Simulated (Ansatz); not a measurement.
Consider a formation energy from the elements of LiCd and its elements (the Ansatz DFT code, driven from Python).

The script reads `licd_licd.extxyz`:
```text
4
Lattice="0.0 3.33242039 3.33242039 3.33242039 0.0 3.33242039 3.33242039 3.33242039 0.0" Properties=species:S:1:pos:R:3 pbc="T T T"
Li    1.66621020    1.66621020    1.66621020
Li    0.00000000    0.00000000    0.00000000
Cd    4.99863059    4.99863059    4.99863059
Cd    3.33242039    3.33242039    3.33242039
```

Input file `licd_li.cif`:
```cif
data_Li
_cell_length_a 3.039143
_cell_length_b 3.039143
_cell_length_c 3.039143
_cell_angle_alpha 109.47122
_cell_angle_beta 109.47122
_cell_angle_gamma 109.47122
_symmetry_space_group_name_H-M 'P 1'
_symmetry_Int_Tables_number 1
loop_
_symmetry_equiv_pos_as_xyz
'x, y, z'
loop_
_atom_site_label
_atom_site_type_symbol
_atom_site_fract_x
_atom_site_fract_y
_atom_site_fract_z
Li1 Li    0.000000    0.000000    0.000000
```

Input file `licd_cd.cif`:
```cif
data_Cd
_cell_length_a 2.978870
_cell_length_b 2.978870
_cell_length_c 5.617650
_cell_angle_alpha 90.00000
_cell_angle_beta 90.00000
_cell_angle_gamma 120.00000
_symmetry_space_group_name_H-M 'P 1'
_symmetry_Int_Tables_number 1
loop_
_symmetry_equiv_pos_as_xyz
'x, y, z'
loop_
_atom_site_label
_atom_site_type_symbol
_atom_site_fract_x
_atom_site_fract_y
_atom_site_fract_z
Cd1 Cd    0.333333    0.666667    0.250000
Cd2 Cd    0.666667    0.333333    0.750000
```

The script, `licd_formation.py`:
```python
from collections import Counter
import warnings

import ansatz
from ase.io import read
import numpy as np

K_SPACING = 0.33
FILLING = "fermi_dirac"
SIGMA = 0.1


def solve(name, crystal):
    calc = (
        crystal.calculation()
        .functional(ansatz.Functional.PBESOL)
        .basis(17 * ansatz.Ha)
        .kpoints(spacing=K_SPACING)
        .occupations(FILLING, width=SIGMA)
        .stress()
    )
    calc = calc.relax(force_tolerance=0.03, cell=True)
    return calc.run()


def counts(outcome):
    return Counter(site.symbol for site in outcome.lattice.sites)

def formation_energy(outcome, mu):
    n = counts(outcome)
    return (outcome.report["energy_sigma0_ev"] - sum(k * mu[element] for element, k in n.items())) / sum(n.values())


def volume_per_atom(outcome):
    return abs(np.linalg.det(outcome.lattice.cell_ang)) / len(outcome.lattice.sites)


def main() -> None:
    warnings.simplefilter("ignore", ansatz.DeckWarning)

    phases = {}
    licd = ansatz.Crystal.from_extxyz("licd_licd.extxyz")
    phases["LiCd"] = licd
    atoms = read("licd_li.cif")
    li = ansatz.Crystal.from_ase(atoms)
    phases["Li"] = li
    atoms = read("licd_cd.cif")
    cd = ansatz.Crystal.from_ase(atoms)
    phases["Cd"] = cd

    done = {}
    for name, crystal in phases.items():
        done[name] = solve(name, crystal)
        print(f"{name}: {done[name].report['energy_sigma0_ev']:.4f} eV, {len(done[name].lattice.sites)} atoms")

    references = {"Li": "Li", "Cd": "Cd"}
    mu = {element: done[name].report["energy_sigma0_ev"] / len(done[name].lattice.sites) for element, name in references.items()}

    target = done["LiCd"]
    heat = formation_energy(target, mu)
    for element, value in mu.items():
        print(f"mu({element}) = {value:.4f} eV from {references[element]}, {volume_per_atom(done[references[element]]):.2f} A^3/atom")
    print(f"formation energy of LiCd: {heat:.4f} eV/atom = {96.4853 * heat:.1f} kJ/mol of atoms")


if __name__ == "__main__":
    main()
```

Is LiCd bound against its elements at this level, and by how much?

The formation energy is -0.265 eV an atom (-25.6 kJ per mole of atoms), so LiCd lies below the reference phases.

The run itself:

`python licd_formation.py` gives:
```text
LiCd: -16775.1688 eV, 4 atoms
Li: -202.9882 eV, 1 atoms
Cd: -16368.1312 eV, 2 atoms
mu(Li) = -202.9882 eV from Li, 20.24 A^3/atom
mu(Cd) = -8184.0656 eV from Cd, 20.56 A^3/atom
formation energy of LiCd: -0.2653 eV/atom = -25.6 kJ/mol of atoms
```

Reading the output:
- Absolute energies stand on the zero of these potentials, so only differences at equal settings mean something.
- For the metals among these phases the mesh is modest: differences between phases can be off by up to 40 meV an atom.
- The cells come from databases of deposited and of computed structures, and not all need be stable phases.
- The compound is the structure given, not necessarily its lowest; energies are at zero temperature, with no correction for gases. A semilocal functional's error on such energies is often 0.05 to 0.1 eV an atom, and 0.1 to 0.3 eV against gases such as O2 or F2.
- Run time: 18 s on 1 thread of Arm Neoverse V2, with other jobs on the host, peak memory 0.46 GiB.

(Lines on the test bed's own set-up are left out of the output.)
